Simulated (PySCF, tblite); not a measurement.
**C4H7FO2Si: geometry, infrared bands and NMR shifts**

Wanted: the infrared bands and NMR shifts of C4H7FO2Si (`C#C[Si](F)(OC)OC`), by calculation.

The runs use tblite 0.8.0 and PySCF 2.14.0, with density-fitted response routines of our own; the level of theory stands in each step. All values are computed, except where a source is named. Atoms are numbered from 0 throughout.

### Step 1. Starting geometry

15 atoms, charge 0, multiplicity 1; geometry from: force field or distance geometry start.

Bonds of the start (Å): C0–C1 1.20, C1–Si2 1.83, Si2–F3 1.72, Si2–O4 1.72, O4–C5 1.37, Si2–O6 1.68, O6–C7 1.37, C0–H8 1.08, C5–H9 1.13, C5–H10 1.11, C5–H11 1.13, C7–H12 1.13, C7–H13 1.14, C7–H14 1.10.

### Step 2. Optimising the geometry with GFN2-xTB

What the job is given:

```
{"job": {"kind": "relax", "xc": "GFN2-xTB", "basis": "xTB"}, "charge": 0, "multiplicity": 1}
C     -1.472100     2.576800     0.711200
C     -0.876300     1.726200     0.103900
Si     0.074800     0.439000    -0.789900
F     -0.187400     0.599900    -2.482000
O      1.725600     0.778100    -0.434500
C      2.515300    -0.346400    -0.426300
O     -0.325100    -1.103700    -0.272900
C     -1.653600    -1.373400    -0.079800
H     -2.009300     3.341300     1.243100
H      3.415300    -0.173900     0.235400
H      2.892800    -0.652700    -1.425800
H      1.991100    -1.226900     0.049500
H     -1.723000    -2.091100     0.795800
H     -2.083400    -1.964300    -0.951500
H     -2.289200    -0.520800     0.196000
```

Launch:

```sh
$ OMP_NUM_THREADS=1 python probes_run.py task.json out
```

This one command runs all jobs of the session in turn.

Standard output:

```text
step      E/eV     max force
  0    -728.24440    3.113
  1    -728.67743    1.694
  2    -728.80491    1.159
  3    -728.82448    2.903
  4    -728.88203    0.585
  5    -728.89580    0.395
  6    -728.91032    0.302
  7    -728.92742    0.482
  8    -728.94190    0.421
  9    -728.95349    0.288
 10    -728.96122    0.200
 11    -728.96791    0.219
 12    -728.97436    0.223
 13    -728.98024    0.188
 14    -728.98455    0.173
 15    -728.98767    0.151
 16    -728.99054    0.171
 17    -728.99318    0.137
 18    -728.99504    0.093
 19    -728.99630    0.096
 20    -728.99745    0.110
 21    -728.99871    0.099
 22    -728.99977    0.065
 23    -729.00041    0.055
 24    -729.00088    0.072
 25    -729.00153    0.089
 26    -729.00244    0.088
 27    -729.00346    0.093
 28    -729.00437    0.076
 29    -729.00522    0.069
 30    -729.00619    0.076
 31    -729.00725    0.078
 32    -729.00812    0.074
 33    -729.00877    0.065
 34    -729.00946    0.069
 35    -729.01044    0.094
 36    -729.01162    0.094
 37    -729.01255    0.067
 38    -729.01306    0.050
 39    -729.01340    0.045
 40    -729.01383    0.064
 41    -729.01442    0.069
 42    -729.01506    0.056
 43    -729.01560    0.052
 44    -729.01611    0.061
 45    -729.01682    0.074
 46    -729.01787    0.085
 47    -729.01906    0.080
 48    -729.02005    0.074
 49    -729.02085    0.069
 50    -729.02174    0.085
 51    -729.02292    0.138
 52    -729.02421    0.110
 53    -729.02515    0.095
 54    -729.02574    0.056
 55    -729.02606    0.058
 56    -729.02655    0.055
 57    -729.02680    0.049
 58    -729.02698    0.028
 59    -729.02713    0.032
 60    -729.02732    0.037
 61    -729.02747    0.025
 62    -729.02758    0.027
 63    -729.02768    0.023
 64    -729.02783    0.031
 65    -729.02802    0.041
 66    -729.02823    0.040
 67    -729.02848    0.049
 68    -729.02882    0.052
 69    -729.02935    0.094
 70    -729.03005    0.125
 71    -729.03072    0.112
 72    -729.03123    0.068
 73    -729.03166    0.054
 74    -729.03198    0.181
 75    -729.03252    0.112
 76    -729.03302    0.086
 77    -729.03357    0.052
 78    -729.03386    0.047
 79    -729.03419    0.033
 80    -729.03441    0.030
 81    -729.03454    0.026
 82    -729.03462    0.025
 83    -729.03468    0.021
 84    -729.03472    0.024
 85    -729.03478    0.023
 86    -729.03488    0.031
 87    -729.03510    0.051
 88    -729.03548    0.065
 89    -729.03600    0.063
 90    -729.03652    0.043
 91    -729.03688    0.036
 92    -729.03708    0.034
 93    -729.03721    0.024
 94    -729.03723    0.060
 95    -729.03737    0.026
 96    -729.03742    0.013
 97    -729.03747    0.014
 98    -729.03752    0.023
 99    -729.03759    0.024
100    -729.03765    0.026
101    -729.03770    0.014
102    -729.03773    0.013
103    -729.03776    0.017
104    -729.03779    0.014
105    -729.03781    0.014
106    -729.03784    0.013
107    -729.03786    0.014
108    -729.03789    0.020
109    -729.03792    0.017
110    -729.03796    0.017
111    -729.03802    0.025
112    -729.03810    0.031
113    -729.03824    0.042
114    -729.03841    0.035
115    -729.03861    0.035
116    -729.03882    0.026
117    -729.03897    0.019
118    -729.03905    0.014
119    -729.03910    0.009
```

Wall time 1.3 s (1 thread of Arm Neoverse N1, shared host); peak memory 0.18 GiB.

Relaxation path: (not every step is listed)

```
step  energy from step 0 (eV)  largest force (eV/Å)
   0                   0.0000                3.1133
   1                  -0.4330                1.6939
   2                  -0.5605                1.1589
   3                  -0.5801                2.9031
   4                  -0.6376                0.5846
   5                  -0.6514                0.3946
   6                  -0.6659                0.3024
   7                  -0.6830                0.4818
   8                  -0.6975                0.4215
  18                  -0.7506                0.0927
  28                  -0.7600                0.0760
  38                  -0.7687                0.0499
  48                  -0.7756                0.0745
  58                  -0.7826                0.0282
  68                  -0.7844                0.0519
  78                  -0.7895                0.0468
  88                  -0.7911                0.0646
  98                  -0.7931                0.0225
 108                  -0.7935                0.0204
 114                  -0.7940                0.0349
 115                  -0.7942                0.0354
 116                  -0.7944                0.0257
 117                  -0.7946                0.0187
 118                  -0.7946                0.0139
 119                  -0.7947                0.0086
```

Close pairs (by a distance rule), those that changed most:

```
  bond  before (Å)  after (Å)  change (Å)
Si2–O4       1.722      1.601      -0.121
Si2–F3       1.720      1.620      -0.100
Si2–O6       1.675      1.615      -0.061
C7–H13       1.137      1.091      -0.046
C7–H12       1.134      1.090      -0.044
 C5–H9       1.130      1.090      -0.040
C5–H11       1.130      1.091      -0.039
 O6–C7       1.369      1.402      +0.033
```

The end geometry stands in the next job.

### Step 3. Harmonic vibrations with GFN2-xTB

What the job is given:

```
{"job": {"kind": "ir", "xc": "GFN2-xTB", "basis": "xTB"}, "charge": 0, "multiplicity": 1}
C     -1.341351     2.861320     0.578716
C     -0.773418     1.903949     0.128916
Si     0.011572     0.391029    -0.573433
F     -0.257183     0.398635    -2.171058
O      1.570676     0.538116    -0.238313
C      2.648204    -0.343596    -0.406087
O     -0.542961    -1.017549    -0.011373
C     -1.827553    -1.571557    -0.103826
H     -1.819054     3.712535     0.970545
H      3.510708     0.094459     0.096637
H      2.872535    -0.473245    -1.466640
H      2.424445    -1.316522     0.033220
H     -1.775809    -2.590201     0.281060
H     -2.171319    -1.587742    -1.139545
H     -2.533906    -0.991642     0.493615
```

Standard output:

```text
mode    cm-1     km/mol
  1      42.5      5.13
  2      64.7      2.47
  3      77.7      0.04
  4      86.4      0.38
  5      93.4      2.29
  6     113.7      3.86
  7     134.2      4.80
  8     203.5     11.87
  9     232.6     12.14
 10     276.6      8.76
 11     320.1     43.66
 12     325.9     55.99
 13     372.1     41.45
 14     614.5      7.44
 15     681.3     19.07
 16     681.4     21.64
 17     784.3    180.20
 18     815.8    254.33
 19     840.1    177.37
 20    1124.7      1.22
 21    1133.6      1.25
 22    1137.9     27.06
 23    1140.8     86.19
 24    1164.5    259.68
 25    1181.9    258.14
 26    1408.4      1.26
 27    1414.8      1.13
 28    1474.2      2.50
 29    1474.7      6.23
 30    1478.7      4.49
 31    1481.6      4.37
 32    2230.4     46.18
 33    2964.1     14.81
 34    2964.7     50.37
 35    2975.8     32.45
 36    2979.1     34.17
 37    2993.8     26.36
 38    2996.3     23.83
 39    3363.8      0.02
```

It took 0.8 s on 1 thread of Arm Neoverse N1, shared host; peak memory 0.18 GiB.

The strongest bands and the atoms that carry them (share of the mass-weighted mode):

```
cm⁻¹  km/mol                                 atoms
 326    56.0    C1 26 %, O4 18 %, C5 11 %, C0 10 %
 784   180.2            Si2 51 %, F3 18 %, C0 11 %
 816   254.3   Si2 47 %, F3 18 %, O6 15 %, C7 13 %
 840   177.4            Si2 45 %, C5 18 %, O4 14 %
1141    86.2  H12 30 %, C7 25 %, O6 19 %, H13 15 %
1164   259.7            O6 45 %, C7 24 %, H12 14 %
1182   258.1                      O4 56 %, C5 26 %
2965    50.4                              H10 76 %
```

### Step 4. Nuclear shieldings: PBE0/pcSseg-1

Settings changed since step 3:

```diff
@@ -1,2 +1,2 @@
-{"job": {"kind": "ir", "xc": "GFN2-xTB", "basis": "xTB"}, "charge": 0, "multiplicity": 1}
+{"job": {"kind": "nmr", "xc": "PBE0", "basis": "pcSseg-1"}, "charge": 0, "multiplicity": 1}
 C     -1.341351     2.861320     0.578716
```

With the program's defaults for keys left out, this is: GIAO PBE0/pcSseg-1 NMR shielding, non-relativistic, gas phase.

Standard output:

```text
coarse grid: 13568 points
cycle   1  E = -695.6324914648  dE =  1.049e+00  |g| = 9.866e-01  |ddm| = 3.561e+00
cycle   2  E = -695.4803086205  dE =  1.522e-01  |g| = 1.377e+00  |ddm| = 1.507e+00
cycle   3  E = -695.7992239737  dE = -3.189e-01  |g| = 1.142e-01  |ddm| = 9.182e-01
cycle   4  E = -695.8014205114  dE = -2.197e-03  |g| = 5.644e-02  |ddm| = 1.120e-01
cycle   5  E = -695.8019441833  dE = -5.237e-04  |g| = 2.788e-02  |ddm| = 4.969e-02
cycle   6  E = -695.8021284886  dE = -1.843e-04  |g| = 6.162e-03  |ddm| = 2.033e-02
cycle   7  E = -695.8021355765  dE = -7.088e-06  |g| = 2.156e-03  |ddm| = 4.534e-03
final grid: 128384 points
cycle   8  E = -695.8769807336  dE = -2.042e-05  |g| = 1.373e-02  |ddm| = 2.705e-02
cycle   9  E = -695.8769447702  dE =  3.596e-05  |g| = 2.001e-02  |ddm| = 1.733e-02
cycle  10  E = -695.8770131654  dE = -6.840e-05  |g| = 1.720e-03  |ddm| = 1.086e-02
cycle  11  E = -695.8770137794  dE = -6.140e-07  |g| = 4.625e-04  |ddm| = 1.245e-03
cycle  12  E = -695.8770138233  dE = -4.391e-08  |g| = 2.099e-04  |ddm| = 4.375e-04
cycle  13  E = -695.8770138340  dE = -1.068e-08  |g| = 3.475e-05  |ddm| = 1.405e-04
cycle  14  E = -695.8770138342  dE = -1.826e-10  |g| = 1.201e-05  |ddm| = 3.053e-05
converged SCF energy = -695.8770138342

GIAO shielding tensors (ppm)
atom      isotropic    diamagn.    paramagn.     s11        s22        s33       span
  0 C       89.974     260.433    -170.460      1.408      5.689    262.825    261.418
  1 C      103.089     262.415    -159.326      7.383     11.736    290.148    282.765
  2 Si     434.591     882.231    -447.640    410.338    429.013    464.421     54.083
  3 F      318.806     471.064    -152.258    272.817    291.180    392.422    119.605
  4 O      303.814     398.712     -94.898    253.519    319.893    338.030     84.511
  5 C      133.836     241.906    -108.070    106.811    108.827    185.870     79.058
  6 O      304.097     400.792     -96.695    230.495    326.879    354.917    124.422
  7 C      134.072     241.730    -107.657    107.453    109.190    185.574     78.120
  8 H       30.198      33.193      -2.995     24.819     24.897     40.879     16.060
  9 H       27.832      27.348       0.484     23.300     25.454     34.742     11.442
 10 H       27.757      27.710       0.047     23.188     25.451     34.632     11.444
 11 H       27.723      29.472      -1.748     22.824     26.264     34.083     11.259
 12 H       27.772      27.794      -0.022     23.308     25.430     34.576     11.268
 13 H       27.756      28.001      -0.245     23.147     25.854     34.268     11.121
 14 H       27.758      28.740      -0.982     23.216     26.078     33.980     10.764
```

Wall time 55 s (1 thread of Arm Neoverse N1, shared host); peak memory 0.81 GiB.

The references, computed at this level on geometries of the same kind, shield at (ppm): 1H TMS 31.72, 13C TMS 186.9, 29Si TMS 349.2, 19F CFCl3 170.9, 17O H2O 336.1. Their shielding less the atom's gives the shift. The references are single molecules in the gas phase, so shifts against H2O, NH3, PH3, H3PO4 or CFCl3 are not on the usual liquid scales and can be off by tens of ppm. Atoms listed in one row are averaged.

```
                      atoms                              environment  σ (ppm)  δ (ppm)  δ scaled to CDCl3
                         C0                   terminal alkyne carbon     90.0     97.0               92.7
                         C1                            alkyne carbon    103.1     83.8               79.9
                     C5, C7                methyl carbon bonded to O    134.0     53.0               49.8
H9, H10, H11, H12, H13, H14  hydrogen on a methyl carbon bonded to O    27.77     3.95               3.83
                         H8     hydrogen on a terminal alkyne carbon    30.20     1.52               1.54
                        Si2              silicon bonded to C, F, 2 O    434.6    -85.4                  –
                         F3                    fluorine bonded to Si    318.8   -147.9                  –
                     O4, O6                   oxygen bonded to C, Si    304.0     32.1                  –
```

The scaled column applies a straight-line fit of computed shieldings to shifts measured in CDCl3, and one for carbons that bear F (root-mean-square error 0.16 ppm for H, 1.9 ppm for C).

The run also stored atomic charges by several schemes (e):

```
 atoms  Mulliken    IAO  Hirshfeld  ESP fit
    C0     -0.16  -0.17      -0.07    -0.16
    C1     -0.18  -0.37      -0.16    -0.43
   Si2      1.28   1.66       0.55     1.22
    F3     -0.42  -0.53      -0.21    -0.36
O4, O6     -0.63  -0.64      -0.22    -0.43
C5, C7      0.00  -0.20      -0.03    -0.18
```

Mayer bond orders: C0–C1 2.55, C1–Si2 0.88, Si2–F3 0.95, Si2–O4 1.09, O4–C5 0.87, Si2–O6 1.04, O6–C7 0.87.

Orbitals, density, ELF and potential are computed afterwards from the orbital file.

Frontier orbitals at PBE0/pcSseg-1, with the share of their density that lies nearest to each atom:

```
orbital  energy (eV)                                    lies on
   HOMO        -8.40             C0, C1 about 38 % each; O6 9 %
   LUMO         0.07  C0, C1 about 30 % each; Si2 12 %; H8 11 %
```

ELF in a plane through or near 7 of the atoms.

Ten even steps from '0' (0.00) to '9' (1.00):
```
0000000000000000000000000000
0000000000000000000000000000
0000000000000000000000000000
0000000000000000100000000000
0000000000000016984000000000
0000000000000007995100000000
0000000000001313634321000000
0000002786005878528998100000
0000003897003736638998100000
0000013575111378400341000000
0000368228787102210000000000
0001799737557159865420000000
0000598206883186268652000000
0000000002420067773652000000
0000000000000157824886000000
0000000000000034569999400000
0000000000000001127998100000
0000000000000000000220000000
0000000000000000000000000000
0000000000000000000000000000
```
The map spans 11.9 Å across and 12.1 Å up, centred on the molecule. Atoms in the plane (x, y in Å): C0 (1.9, -2.6), C1 (1.1, -1.8), O4 (-1.4, -0.8), C5 (-2.7, -0.1), O6 (0.4, 1.1), C7 (1.5, 1.9), H8 (2.6, -3.4).

On the surface of density 0.002 e/bohr³ the electrostatic potential runs, from the 1st to the 99th percentile, from -1.27 V near O4 to 1.49 V near H8.

### Step 5. Outcome

| quantity | value |
| --- | --- |
| strongest single infrared mode (GFN2-xTB) | 1164 cm⁻¹, 260 km/mol |
| zero-point energy (GFN2-xTB) | 65.5 kcal/mol |
| 13C shifts against TMS (PBE0/pcSseg-1, means over atoms taken as alike) | 97.0, 83.8, 53.0 ppm |
| 1H shifts against TMS (PBE0/pcSseg-1, means over atoms taken as alike) | 3.95, 1.52 ppm |
| 29Si shifts against TMS (PBE0/pcSseg-1) | -85.4 ppm |
| 19F shifts against CFCl3 (PBE0/pcSseg-1) | -147.9 ppm |
| 17O shifts against H2O (PBE0/pcSseg-1, means over atoms taken as alike) | 32.1 ppm |
| surface potential, 1st and 99th percentile | -1.27 V and 1.49 V |

The optimisation took 119 steps and gained 0.795 eV; among the close pairs (by a distance rule), Si2–O4 changed most, from 1.722 to 1.601 Å. All 39 modes are real, so the xTB geometry is a minimum. The strongest single mode, at 1164 cm⁻¹, is carried by O6, C7, H12. Unscaled tight-binding wavenumbers are off by several per cent, some by more. Its intensities can rank the bands wrongly. H9, H10, H11, H12, H13, H14 (mean) (hydrogen on a methyl carbon bonded to O) lies farthest downfield among hydrogen, at 3.95 ppm; its carbon carries O, hence the downfield position. At PBE0/pcSseg-1: Shielding is most anisotropic at C1 (span 283 ppm, paramagnetic term -159 ppm).
